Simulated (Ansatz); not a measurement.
# CH₂SeTe, SMILES [Se]=C[TeH]: a relaxed scan of one distance

Computed with the Python package of Ansatz (0.2.0).

Script `relaxed_scan_ch2sete.py`:
```python
"""One bond of CH2SeTe held at set lengths while the rest relaxes."""

import ansatz as az
import numpy as np

GEOMETRY = """
Se   -1.37770   -1.48430   -0.94670
C    -0.02890   -0.62810    0.16080
Te    1.20450    0.94720   -0.50060
H     0.15350   -1.01520    1.16030
H     0.09850    2.10670    0.08480
"""


def main() -> None:
    geometry = az.Crystal.molecule()
    for line in GEOMETRY.strip().splitlines():
        symbol, *xyz = line.split()
        geometry = geometry.atom(symbol, [float(v) for v in xyz])

    model = (
        geometry.calculation()
        .basis(gaussian="def2-SVP")
        .functional("hf")
    )
    symbols = [site.symbol for site in geometry.cartesian_sites]
    pairs = [(0, 1), (1, 2), (1, 3), (2, 4)]
    print("held (A)   E (eV)        ", "  ".join(f"{symbols[i]}{i}-{symbols[j]}{j}" for i, j in pairs))
    for length in [1.79, 1.94, 2.1, 2.33, 2.62]:
        r = model.relax(constraints=[az.DistanceConstraint((0, 1), at=length)], force_tolerance=0.02, max_steps=60).run(threads=1, pin="off").report
        xyz = np.array(r["positions_ang"])
        print(f"{length:6.2f} {r['free_energy_ev']:14.5f}  ", "  ".join(f"{np.linalg.norm(xyz[i] - xyz[j]):.3f}" for i, j in pairs))


if __name__ == "__main__":
    main()
```

Output of `python relaxed_scan_ch2sete.py`:
```text
held (A)   E (eV)         Se0-C1  C1-Te2  C1-H3  Te2-H4
DeckWarning: relax.constraints: the input's atoms, or those drawn, lie off the distances that are held; a relaxation that starts there is brought onto them ahead of its first SCF, by positions alone, an atom by 7.70e-2 Å at the most. With the symmetry detection on, the symmetry is detected on the input's atoms as so brought (as typed, where only the drawn atoms reach the distances), and notices that speak of the structure as typed mean those atoms
  1.79   -73619.96530   1.790  2.086  1.086  1.651
  1.94   -73619.47761   1.940  2.058  1.085  1.652
  2.10   -73618.68527   2.100  2.031  1.086  1.654
  2.33   -73617.59454   2.330  2.001  1.087  1.658
  2.62   -73616.66285   2.620  1.998  1.090  1.646
```
(Warnings from the package without file and line, repeats left out.)

What to keep in mind:
- Total energies depend on the basis set; only differences at equal settings carry meaning.
- The energies are electronic: no zero-point or thermal terms, and the basis set is short of its limit.
- def2 sets replace the cores of elements past krypton by effective core potentials.
- The whole script took 3 min on 1 thread of AMD EPYC 7R43 64-Core Processor (Zen 3) (shared host), peak memory 0.31 GiB.
